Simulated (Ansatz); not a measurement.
# BCl₃H₂Si + H₂: a complex and its separated parts

The complex below is one end of an elementary step. How strongly is it bound against its free parts?

Method: PBE0-D4/def2-TZVP structures, single points in def2-TZVPP, no counterpoise correction; program: Ansatz 0.2.0, Gaussian basis.

Levels: SPW92, PBE-D4, BLYP-D4, r2SCAN-D4, B97M-V, PBE0-D4, B3LYP-D4, r2SCAN0-D4, BHLYP-D4, CAM-B3LYP-D4, wB97X-V, wB97M-V, B2PLYP, PBE-QIDH, RPA on PBE, Hartree-Fock, MP2, CCSD, CCSD(T).

Correlated methods freeze the cores. B3LYP uses VWN-RPA correlation. B2PLYP carries no dispersion term here.

95 further runs of the same task are left out: 1 that didn't finish, 94 set aside as unsound or not needed.

### 1 Where the work starts

The complex: 9 atoms, charge 0, spin multiplicity 1.

Atoms are counted from 1 here; the program's logs count them from 0.

Bond lengths: B1–Cl2 1.740 Å, B1–Cl4 1.740 Å, B1–Si6 2.020 Å, Cl3–Si6 2.064 Å, H5–H7 0.748 Å, Si6–H8 1.483 Å, Si6–H9 1.483 Å. Angles: Cl2–B1–Cl4 119.2°, Cl2–B1–Si6 120.4°, Cl4–B1–Si6 120.4°, B1–Si6–Cl3 105.7°, B1–Si6–H8 112.3°, B1–Si6–H9 112.3°, Cl3–Si6–H8 108.0°, Cl3–Si6–H9 108.0°, H8–Si6–H9 110.2°.

Geometry (Å):

```xyz
9
charge 0, multiplicity 1
B    -1.1672   -0.4254    0.0963
Cl   -2.1112   -0.5012   -1.3636
Cl    1.1556   -2.7019    0.2234
Cl   -1.9756   -0.1940    1.6199
H     0.1780    2.3992    0.1233
Si    0.8366   -0.6717    0.0306
H     0.1439    2.3237   -0.6198
H     1.5247    0.0093    1.1537
H     1.4150   -0.2379   -1.2640
```

Its parts: BCl₃H₂Si holds atoms 1, 2, 3, 4, 6, 8, 9; H₂ holds atoms 5, 7. Each part counts its atoms afresh in its own runs.

### 2 Relaxing BCl₃H₂Si alone

Input file relax-a/in.yaml:

```yaml
crystal:
  periodic: [false, false, false]
  atoms:
    - {symbol: B, position_ang: [-1.167176, -0.425423, 0.096343]}
    - {symbol: Cl, position_ang: [-2.111163, -0.501212, -1.363589]}
    - {symbol: Cl, position_ang: [1.155570, -2.701887, 0.223428]}
    - {symbol: Cl, position_ang: [-1.975565, -0.194006, 1.619882]}
    - {symbol: Si, position_ang: [0.836620, -0.671749, 0.030602]}
    - {symbol: H, position_ang: [1.524694, 0.009297, 1.153686]}
    - {symbol: H, position_ang: [1.415004, -0.237921, -1.263952]}
basis:
  gaussian: {orbitals: def2-TZVP}
hamiltonian: {xc: pbe0, dispersion: d4}
relax: {f_tol: 0.005, max_steps: 200}
```

Started as:

```bash
ansatz run in.yaml --threads 8 --pin off --events-out ev --progress --plain --max-ram 19148MiB
```

Further steps of the session: Relaxing H₂ alone; SPW92/def2-TZVPP; PBE-D4/def2-TZVPP; BLYP-D4/def2-TZVPP; r2SCAN-D4/def2-TZVPP; B97M-V/def2-TZVPP; PBE0-D4/def2-TZVPP; B3LYP-D4/def2-TZVPP; r2SCAN0-D4/def2-TZVPP; BHLYP-D4/def2-TZVPP; CAM-B3LYP-D4/def2-TZVPP; wB97X-V/def2-TZVPP; wB97M-V/def2-TZVPP; B2PLYP/def2-TZVPP; PBE-QIDH/def2-TZVPP; RPA on PBE/def2-TZVPP; CCSD(T)/def2-TZVPP; Vibrations of BCl₃H₂Si; Vibrations of H₂.

Q: Predict the outcome of this session. Wanted: complex less parts, CCSD(T)/def2-TZVPP; with zero-point energy; largest T1 diagnostic.

The runs gave:

```
                              quantity        value
complex less parts, CCSD(T)/def2-TZVPP  -3.8 kJ/mol
                with zero-point energy  +0.4 kJ/mol
                 largest T1 diagnostic        0.012
```

**Reading.** At CCSD(T) the complex lies 3.8 kJ/mol below its parts. B3LYP-D4 is the best functional here (-0.1 kJ/mol from CCSD(T)); SPW92 is the worst (-5.9 kJ/mol). By rung, the mean size of the error is: LDA 5.9, GGA 1.1, meta-GGA 0.5, hybrid 0.8, range-separated hybrid 1.1, double hybrid 1.7 kJ/mol. PBE-D4 gives a relative energy 1.6 kJ/mol too low, an error of 43 % of the reference. No counterpoise was applied, and triple zeta lacks some correlation, so the CCSD(T) reference has a basis error of its own, and close matches with it are partly luck.
